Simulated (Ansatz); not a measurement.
# H4NSb: the cost of one run

The runs use Ansatz 0.2.0, Gaussian basis; the settings change from run to run.

## (1) The relaxed structure

The geometry comes from an earlier relaxation with PBE0-D4 in a triple-zeta def2 set; it is a stationary point. Sb takes a core potential in def2 sets; no spin-orbit term is included.

SMILES `[NH2][SbH2]`, 6 atoms, charge 0, spin multiplicity 1.

Atoms are counted from 1 here; the program's logs count them from 0.

Bond lengths: N1–Sb2 2.036 Å, N1–H3 1.012 Å, N1–H4 1.012 Å, Sb2–H5 1.724 Å, Sb2–H6 1.710 Å. Angles: Sb2–N1–H3 114.0°, Sb2–N1–H4 111.2°, H3–N1–H4 108.1°, N1–Sb2–H5 99.5°, N1–Sb2–H6 93.5°, H5–Sb2–H6 90.2°.

## (2) B2GP-PLYP/def2-TZVPD

Options: atoms shaken by 0.03 Å.

in.yaml

```yaml
crystal:
  periodic: [false, false, false]
  atoms:
    - {symbol: N, position_ang: [-0.049751, -1.015276, 0.365111]}
    - {symbol: Sb, position_ang: [0.570135, 0.906848, 0.374240]}
    - {symbol: H, position_ang: [-0.721134, -1.182212, -0.353020]}
    - {symbol: H, position_ang: [0.784441, -1.681923, 0.318186]}
    - {symbol: H, position_ang: [0.453697, 1.272280, -1.343348]}
    - {symbol: H, position_ang: [-0.901232, 1.610845, 0.686278]}
basis:
  gaussian: {orbitals: def2-TZVPD}
hamiltonian: {xc: {name: B2GP-PLYP}}
output: {forces: true}
```

Started as:

```sh
$ ansatz run in.yaml --threads 2 --pin off --events-out ev --progress --plain --max-ram 4352MiB
```

**Question.** How long does this run take on 2 threads of Intel Xeon Platinum 8488C, shared host, and how much memory does it need?

About 6 s, with a peak of 0.47 GiB.
